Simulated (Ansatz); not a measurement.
**BGaH₆Si: basis-set convergence**

The task here is to estimate one member of a computed series from the others.

Method: one geometry, several basis sets; program: Ansatz 0.2.0, Gaussian basis.

Levels to be run: PBE0-D4/def2-SVP; ωB97M-V/def2-SVP; PBE0-D4/def2-QZVPP; ωB97M-V/def2-QZVPP; the functionals' def2-TZVPP values are taken from earlier runs.

## The geometry

The geometry comes from an earlier relaxation with PBE0-D4 in a triple-zeta def2 set; it is a stationary point, not always the lowest conformer.

SMILES `[SiH3][BH][GaH2]`, 9 atoms, charge 0, spin multiplicity 1.

Atoms are counted from 1 here; the program's logs count them from 0.

Bond lengths: Si1–B2 2.007 Å, Si1–H4 1.489 Å, Si1–H5 1.490 Å, Si1–H6 1.495 Å, B2–Ga3 2.057 Å, B2–H7 1.200 Å, Ga3–H8 1.575 Å, Ga3–H9 1.574 Å. Angles: B2–Si1–H4 114.7°, B2–Si1–H5 113.1°, B2–Si1–H6 104.9°, H4–Si1–H5 108.1°, H4–Si1–H6 107.5°, H5–Si1–H6 108.1°, Si1–B2–Ga3 124.5°, Si1–B2–H7 115.3°, Ga3–B2–H7 120.1°, B2–Ga3–H8 121.3°, B2–Ga3–H9 122.4°, H8–Ga3–H9 116.2°.

Geometry (Å):

```xyz
9
charge 0, multiplicity 1
Si   -0.7053    1.0192   -1.0101
B     0.7841    0.0228   -0.1053
Ga    0.5145   -1.4075    1.3481
H    -2.0521    0.4035   -0.8537
H    -0.4620    1.2394   -2.4634
H    -0.7404    2.3542   -0.3377
H     1.8920    0.3481   -0.4325
H     0.4051   -2.9358    0.9823
H     0.3642   -1.0440    2.8724
```

Set-up of the first run:

Input file in.yaml:

```yaml
crystal:
  periodic: [false, false, false]
  atoms:
    - {symbol: Si, position_ang: [-0.705340, 1.019243, -1.010132]}
    - {symbol: B, position_ang: [0.784074, 0.022783, -0.105306]}
    - {symbol: Ga, position_ang: [0.514507, -1.407457, 1.348081]}
    - {symbol: H, position_ang: [-2.052139, 0.403535, -0.853669]}
    - {symbol: H, position_ang: [-0.461999, 1.239432, -2.463413]}
    - {symbol: H, position_ang: [-0.740381, 2.354231, -0.337723]}
    - {symbol: H, position_ang: [1.891969, 0.348079, -0.432482]}
    - {symbol: H, position_ang: [0.405120, -2.935828, 0.982271]}
    - {symbol: H, position_ang: [0.364188, -1.044019, 2.872372]}
basis:
  gaussian: {orbitals: def2-SVP}
hamiltonian: {xc: pbe0, dispersion: d4}
output: {orbitals: {seedname: orbitals}}
```

The run is started by

```bash
> ansatz run in.yaml --threads 2 --pin off --events-out ev --progress --plain --max-ram 4352MiB
```

Steps of the session up to this table: PBE0-D4 in def2-SVP; ωB97M-V in def2-SVP; PBE0-D4 in def2-QZVPP; ωB97M-V in def2-QZVPP.

One of the session's tables, all rows but one given; the rest of the session is left out.

It belongs to the step «Functionals by basis». 

| functional | basis | HOMO (eV) | LUMO (eV) |
| --- | --- | --- | --- |
| PBE0-D4 | def2-SVP | -7.43 | -2.66 |
| PBE0-D4 | def2-TZVPP | -7.42 | -2.68 |
| PBE0-D4 | def2-QZVPP | -7.42 | -2.69 |
| ωB97M-V | def2-SVP | -9.49 | -0.62 |
| ωB97M-V | def2-TZVPP | ? | ? |
| ωB97M-V | def2-QZVPP | -9.51 | -0.74 |

Estimate the missing values for ωB97M-V, def2-TZVPP.

The run gave: HOMO (eV): -9.50; LUMO (eV): -0.72. In the column «HOMO (eV)» it lies between ωB97M-V, def2-QZVPP (-9.51) and ωB97M-V, def2-SVP (-9.49).
